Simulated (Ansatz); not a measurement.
# Ag: one contact scaled

The task here is to estimate one member of a computed series from the others.

Method: DFT PBEsol, with the methods named in each step, in Ansatz 0.2.0.

### Starting point

The structure is cubic, space group Fd-3m (No. 227). The conventional cell has a = 5.628 Å, b = 5.628 Å, c = 5.628 Å, α = 90.00°, β = 90.00°, γ = 90.00°. Ag (site symmetry -43m) has 4 Ag at 2.44 Å as nearest neighbours.

As a file:

```xyz
2
Lattice="0.0000 2.8141 2.8141 2.8141 0.0000 2.8141 2.8141 2.8141 0.0000" Properties=species:S:1:pos:R:3 pbc="T T T"
Ag   -0.7035   -0.7035   -0.7035
Ag    0.7035    0.7035    0.7035
```

Atoms are numbered in the order of the input: Ag1, Ag2.

The first run:

File input.yaml:

```yaml
crystal:
  lattice:
    - [0.0, 2.81408717, 2.81408717]
    - [2.81408717, 0.0, 2.81408717]
    - [2.81408717, 2.81408717, 0.0]
  atoms:
    - { symbol: Ag, position: [-0.125, -0.125, -0.125] }
    - { symbol: Ag, position: [0.125, 0.125, 0.125] }
kpoints:
  mp_grid: { grid: [9, 9, 9] }
scf:
  occupations: { method: fermi_dirac, width: 0.05 }
hamiltonian:
  xc: pbesol
  pseudopotentials: { kind: all_electron, lapw: { basis_error: 0.001 } }
output:
  forces: true
  stress: true
  eigenvalues: true
  populations: true
```

Started as:

```console
$ ansatz run input.yaml --threads 1 --pin off --max-ram 2048MiB --backend cpu --events-out ev --progress --plain --runs-dir out
```

Among the steps run: The bond as given, LAPW; Shortest bond scaled by 1, crystal datasets; Shortest bond scaled by 1.1, LAPW; Shortest bond scaled by 1.1, crystal datasets; Shortest bond scaled by 0.94, LAPW; Shortest bond scaled by 0.94, crystal datasets; Shortest bond scaled by 0.88, LAPW; Shortest bond scaled by 0.7, LAPW; Shortest bond scaled by 0.7, crystal datasets.

One table of the session follows, with a row left open; its other results are not shown here.

| method | length (Å) | force along the bond (eV/Å) | pressure (GPa) | largest force (eV/Å) |
| --- | --- | --- | --- | --- |
| LAPW | 1.706 | 52.902 | 102.84 | 52.902 |
| LAPW | 2.145 | 6.828 | 23.36 | 6.828 |
| LAPW | 2.291 | 2.444 | 17.43 | 2.444 |
| LAPW | 2.437 | 0.000 | 15.89 | 0.000 |
| LAPW | 2.681 | -1.636 | 18.38 | 1.636 |
| PAW | 1.706 | 52.164 | 101.37 | 52.164 |
| PAW | 2.145 | 6.827 | 23.34 | 6.827 |
| PAW | 2.291 | 2.443 | 17.39 | 2.443 |
| PAW | 2.437 | 0.000 | 15.85 | 0.000 |
| PAW | 2.681 | -1.635 | 18.34 | 1.635 |
| PAW (source ansatz) | 1.706 | ? | ? | ? |
| crystal datasets | 1.706 | 52.904 | 102.84 | 52.904 |
| crystal datasets | 2.291 | 2.446 | 17.44 | 2.446 |
| crystal datasets | 2.437 | 0.000 | 15.89 | 0.000 |
| crystal datasets | 2.681 | -1.636 | 18.38 | 1.636 |

**Question.** Estimate the row for PAW (source ansatz), 1.706.

The run gave: force along the bond (eV/Å): 52.160; pressure (GPa): 101.30; largest force (eV/Å): 52.160. In the column «force along the bond (eV/Å)» it lies between LAPW, 2.145 (6.828) and PAW, 1.706 (52.164).

Limits of these values: Rows by PAW come from runs of the same series that aren't printed here. Warnings in the runs' records: gradients without spin orbit, crystal datasets made.
